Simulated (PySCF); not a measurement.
**[Tl(SH)4]−: forces at shaken geometries**

How stiff is [Tl(SH)4]−? Its atoms are displaced at random by several amounts. It is a constructed species; whether it can be made isn't addressed.

Program: PySCF 2.14.0. Level of theory: r2SCAN, Tl def2-SVP with ECP60, S def2-SVP, H def2-SVP; scalar-relativistic core potentials, no spin–orbit coupling. These are calculated values, not measurements.

3 further runs of the same task are left out: 1 for a known fault of the program, 2 set aside as unsound or not needed.

### 1 The starting structure

9 atoms, charge -1, spin multiplicity 1.

Bond lengths: Tl1–S2 2.622 Å, Tl1–S4 2.622 Å, Tl1–S6 2.622 Å, Tl1–S8 2.622 Å, S2–H3 1.353 Å, S4–H5 1.353 Å, S6–H7 1.353 Å, S8–H9 1.353 Å. Angles: S2–Tl1–S4 90.0°, S2–Tl1–S6 179.9°, S2–Tl1–S8 90.0°, S4–Tl1–S6 90.0°, S4–Tl1–S8 179.9°, S6–Tl1–S8 90.0°, Tl1–S2–H3 92.2°, Tl1–S4–H5 92.2°, Tl1–S6–H7 92.2°, Tl1–S8–H9 92.2°.

Geometry (Å):

```xyz
9
H4S4Tl
Tl    0.0000    0.0000    0.5281
S     2.5750    0.4959    0.5308
H     2.8805   -0.8144    0.6693
S    -0.4959    2.5750    0.5308
H     0.8144    2.8805    0.6693
S    -2.5750   -0.4959    0.5308
H    -2.8805    0.8144    0.6693
S     0.4959   -2.5750    0.5308
H    -0.8144   -2.8805    0.6693
```

Formal oxidation states: Tl +3. An earlier session relaxed this geometry at r2SCAN, Tl def2-SVP with ECP60, S def2-SVP, H def2-SVP (singlet, point group C4).

Its energy there is -1767.306901 Eh.

### 2 Atoms moved at random, σ = 0.15 Å

The input, run.py (the lines that set the calculation):

```python
mol = gto.M(atom='''
Tl     0.09652    -0.14670     0.62081
S      2.52027     0.23526     0.45706
H      2.76508    -0.76617     0.81983
S     -0.41062     2.80513     0.47552
H      0.86814     2.51336     0.69410
S     -2.33086    -0.31232     0.37451
H     -3.05211     1.11686     0.81712
S      0.37522    -2.56536     0.68188
H     -0.83163    -2.88006     0.38776''',
    basis={'Tl': 'def2-SVP', 'S': 'def2-SVP', 'H': 'def2-SVP'},
    ecp={'Tl': 'def2-SVP'},
    charge=-1, spin=0)
mf = dft.RKS(mol, xc='R2SCAN')
mf.grids.atom_grid = (50, 194)
mf = mf.density_fit()  # fitting sets: Tl def2-universal-JKFIT, S def2-universal-JKFIT, H def2-universal-JKFIT
mf.conv_tol = 1e-08; mf.max_cycle = 55
mf.kernel(dm0)  # dm0: the density of the relaxed state
```

Launch:

```console
$ OMP_NUM_THREADS=2 python run.py
```

### 3 Atoms moved at random, σ = 0.06 Å

The input, run.py (the lines that set the calculation):

```python
mol = gto.M(atom='''
Tl    -0.03059    -0.02172     0.53618
S      2.59617     0.45118     0.48550
H      2.96499    -0.82710     0.59014
S     -0.53586     2.56271     0.52424
H      0.86828     2.91974     0.62577
S     -2.55277    -0.40780     0.54488
H     -2.90826     0.79853     0.72433
S      0.46971    -2.60867     0.56692
H     -0.87167    -2.86687     0.73063''',
    basis={'Tl': 'def2-SVP', 'S': 'def2-SVP', 'H': 'def2-SVP'},
    ecp={'Tl': 'def2-SVP'},
    charge=-1, spin=0)
mf = dft.RKS(mol, xc='R2SCAN')
mf.grids.atom_grid = (50, 194)
mf = mf.density_fit()  # fitting sets: Tl def2-universal-JKFIT, S def2-universal-JKFIT, H def2-universal-JKFIT
mf.conv_tol = 1e-08; mf.max_cycle = 55
mf.kernel(dm0)  # dm0: the density of the relaxed state
```

### 4 Atoms moved at random, σ = 0.06 Å

The input, run.py (the lines that set the calculation):

```python
mol = gto.M(atom='''
Tl    -0.01343    -0.01376     0.53752
S      2.66181     0.45623     0.57130
H      2.77591    -0.75596     0.58994
S     -0.33412     2.64788     0.58943
H      0.81787     2.85186     0.73370
S     -2.61974    -0.45330     0.54526
H     -2.85477     0.89990     0.64666
S      0.40490    -2.60874     0.43420
H     -0.83843    -3.02411     0.68058''',
    basis={'Tl': 'def2-SVP', 'S': 'def2-SVP', 'H': 'def2-SVP'},
    ecp={'Tl': 'def2-SVP'},
    charge=-1, spin=0)
mf = dft.RKS(mol, xc='R2SCAN')
mf.grids.atom_grid = (50, 194)
mf = mf.density_fit()  # fitting sets: Tl def2-universal-JKFIT, S def2-universal-JKFIT, H def2-universal-JKFIT
mf.conv_tol = 1e-08; mf.max_cycle = 55
mf.kernel(dm0)  # dm0: the density of the relaxed state
```

Before running it: what results should come out? Wanted: for each run, σ; energy rise; harmonic estimate −½ F·u; largest force component.

The runs gave:

| σ (Å) | energy rise (eV) | harmonic estimate −½ F·u (eV) | largest force component (eV/Å) |
| --- | --- | --- | --- |
| 0.15 | 3.129 | 2.963 | 13.12 |
| 0.06 | 0.271 | 0.266 | 2.85 |
| 0.06 | 0.932 | 1.011 | 7.20 |

Every displacement raises the energy. For a harmonic well the rise equals −½ F·u; the two differ by at most 8 % here (a move with σ = 0.06 Å), from anharmonicity, the grid and the small forces left at the relaxed point. The bases are small and lack diffuse functions. Spin–orbit coupling is left out.
